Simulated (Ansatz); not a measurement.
# CH5GaN2: a ladder of functionals and wavefunction methods

The task here is to estimate one member of a computed series from the others.

Program: Ansatz 0.2.0, Gaussian basis. Level of theory: functionals in def2-TZVPP, the program's frozen cores in correlated methods. These are calculated values, not measurements.

The runs, in order: LDA (SPW92), PBE-D4, revPBE-D4, BLYP-D4, r2SCAN-D4, B97M-V, PBE0-D4, B3LYP-D4, r2SCANh-D4, r2SCAN0-D4, HSE06-D4, BHLYP-D4, CAM-B3LYP-D4, LC-ωPBE, ωB97X-V, ωB97M-V, B2PLYP, PBE-QIDH; CCSD(T)/def2-SVP; CCSD(T)/def2-TZVPP; MP2/def2-QZVPP; extrapolation to the limit; RPA on PBE.

## The relaxed structure

All runs share one geometry, relaxed beforehand with PBE0-D4 in a triple-zeta def2 set.

9 atoms, charge 0, spin multiplicity 1.

Atoms are counted from 1 here; the program's logs count them from 0.

Bond lengths: N1–C2 1.280 Å, N1–H5 1.015 Å, C2–N3 1.366 Å, C2–Ga4 1.994 Å, N3–H6 1.003 Å, N3–H7 1.010 Å, Ga4–H8 1.568 Å, Ga4–H9 1.573 Å. Angles: C2–N1–H5 111.3°, N1–C2–N3 119.2°, N1–C2–Ga4 122.5°, N3–C2–Ga4 118.3°, C2–N3–H6 120.0°, C2–N3–H7 117.2°, H6–N3–H7 117.2°, C2–Ga4–H8 115.4°, C2–Ga4–H9 122.0°, H8–Ga4–H9 122.6°.

The first run:

in.yaml

```yaml
crystal:
  periodic: [false, false, false]
  atoms:
    - {symbol: N, position_ang: [-0.235928, 0.505839, -1.598320]}
    - {symbol: C, position_ang: [0.147277, 0.250745, -0.403873]}
    - {symbol: N, position_ang: [1.293008, 0.827068, 0.065600]}
    - {symbol: Ga, position_ang: [-0.835516, -1.007111, 0.790513]}
    - {symbol: H, position_ang: [-1.068100, -0.023119, -1.839167]}
    - {symbol: H, position_ang: [1.474722, 0.850863, 1.051459]}
    - {symbol: H, position_ang: [1.707381, 1.555924, -0.497281]}
    - {symbol: H, position_ang: [-2.048735, -1.751252, 0.132980]}
    - {symbol: H, position_ang: [-0.434120, -1.208958, 2.298087]}
basis:
  gaussian: {orbitals: def2-TZVPP}
hamiltonian: {xc: lda}
output: {orbitals: {seedname: orbitals}}
```

Steps of the session up to this table: LDA; PBE-D4 (GGA); revPBE-D4 (GGA); BLYP-D4 (GGA); r2SCAN-D4 (meta-GGA); B97M-V (meta-GGA); PBE0-D4 (hybrid); B3LYP-D4 (hybrid); r2SCANh-D4 (hybrid); r2SCAN0-D4 (hybrid); HSE06-D4 (hybrid); BHLYP-D4 (hybrid); CAM-B3LYP-D4 (range-separated); LC-ωPBE (range-separated); ωB97X-V (range-separated); ωB97M-V (range-separated); B2PLYP (double hybrid); PBE-QIDH (double hybrid).

One of the session's tables, all rows but one given; the rest of the session is left out.

It belongs to the step «Orbital energies across the functionals». 

| functional | HOMO (eV) | LUMO (eV) | gap (eV) |
| --- | --- | --- | --- |
| LDA (SPW92) | -5.58 | -3.08 | 2.50 |
| PBE-D4 | ? | ? | ? |
| revPBE-D4 | -5.38 | -2.68 | 2.70 |
| BLYP-D4 | -5.35 | -2.76 | 2.59 |
| r2SCAN-D4 | -5.69 | -2.60 | 3.09 |
| B97M-V | -5.84 | -2.78 | 3.06 |
| PBE0-D4 | -6.77 | -2.02 | 4.75 |
| B3LYP-D4 | -6.57 | -2.30 | 4.27 |
| r2SCANh-D4 | -6.19 | -2.32 | 3.87 |
| r2SCAN0-D4 | -6.95 | -1.90 | 5.04 |
| HSE06-D4 | -6.37 | -2.39 | 3.98 |
| BHLYP-D4 | -8.04 | -1.30 | 6.74 |
| CAM-B3LYP-D4 | -8.16 | -1.14 | 7.02 |
| LC-ωPBE | -9.47 | 0.05 | 9.52 |
| ωB97X-V | -9.14 | -0.09 | 9.05 |
| ωB97M-V | -9.05 | -0.30 | 8.75 |

Estimate the missing values for PBE-D4.

The run gave: HOMO (eV): -5.44; LUMO (eV): -2.81; gap (eV): 2.63. In the column «HOMO (eV)» it lies between LDA (SPW92) (-5.58) and revPBE-D4 (-5.38).
